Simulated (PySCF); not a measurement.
# C2H5NSi: the cost of one run

The runs use PySCF 2.14.0, with density-fitted response routines of our own; the level of theory stands in each step. All values are computed, except where a source is named. Atoms are numbered from 0 throughout.

## Step 1: Starting geometry

9 atoms, charge 0, multiplicity 1; geometry from: GFN2-xTB. The atoms were then displaced at random by about 0.01 Å, so the start is not that level's minimum.

Bonds of the start (Å): N0–C1 1.12, C1–C2 1.42, C2–Si3 1.97, C2–H4 1.09, C2–H5 1.09, Si3–H6 1.45, Si3–H7 1.46, Si3–H8 1.47.

## Step 2: Optimising the geometry at PBE0-D3(BJ)/def2-SVP

What the job is given:

```
{"job": {"xc": "PBE0", "basis": "def2-SVP", "d3": "d3bj", "grid": 1, "shake": 0.01, "kind": "geom"}, "charge": 0, "multiplicity": 1}
N     -1.808400     1.775350     0.776400
C     -1.360670     0.833180     0.373000
C     -0.751770    -0.351970    -0.122460
Si     1.213310    -0.158650    -0.113290
H     -1.096560    -0.550010    -1.135690
H     -1.036730    -1.181870     0.516310
H      1.550510     0.957310    -0.974870
H      1.727830    -1.415850    -0.635460
H      1.620290     0.075360     1.282330
```

Started as:

```
$ OMP_NUM_THREADS=1 python probes_run.py task.json out
```

One launch serves the whole session: the jobs run in the order shown.

Q: Estimate the wall time and peak memory of this first job on 1 thread of Arm Neoverse V1, shared host.

About 11 s, with a peak of 0.36 GiB.
